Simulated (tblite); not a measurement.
# C3H9FO2Si2: the cost of one run

Computed with tblite 0.8.0 and PySCF 2.14.0, with density-fitted response routines of our own, on a single molecule in the gas phase. Atoms count from 0, in the outputs and in this text.

## 1. The molecule as given

17 atoms, charge 0, multiplicity 1; geometry from: force field or distance geometry start.

Bonds of the start (Å): F0–C1 1.41, C1–C2 1.52, C2–Si3 1.88, Si3–C4 1.87, C4–O5 1.36, O5–Si6 1.74, C4–O7 1.41, O7–C1 1.37, C1–H8 1.08, C2–H9 1.11, C2–H10 1.10, Si3–H11 1.47, Si3–H12 1.43, C4–H13 1.12, Si6–H14 1.48, Si6–H15 1.46, Si6–H16 1.47.

## 2. Geometry optimisation with GFN2-xTB

The job: settings as JSON, then the geometry in Å.

```
{"job": {"kind": "relax", "xc": "GFN2-xTB", "basis": "xTB"}, "charge": 0, "multiplicity": 1}
F     -0.879900     0.067100     1.918800
C     -1.486500     0.875000     0.932300
C     -2.292300    -0.117000     0.105900
Si    -0.816100    -1.255700    -0.138200
C      0.405700     0.157100    -0.071300
O      1.221800     0.153400     1.021600
Si     2.837200     0.312900     0.405900
O     -0.474500     1.252300     0.086300
H     -2.076600     1.680800     1.352100
H     -3.107400    -0.594000     0.681700
H     -2.582200     0.297900    -0.870800
H     -0.700100    -2.119600     1.049200
H     -0.851600    -1.960400    -1.376800
H      0.941000     0.255200    -1.055100
H      3.026300     1.637000    -0.226000
H      3.839800     0.095500     1.449300
H      2.988300    -0.725400    -0.625600
```

Launch:

```console
$ OMP_NUM_THREADS=1 python probes_run.py task.json out
```

This one command runs all jobs of the session in turn.

**Question.** How long does this first job take on 1 thread of Arm Neoverse V1, shared host, and how much memory does it need?

About 1.4 s, with a peak of 0.18 GiB.
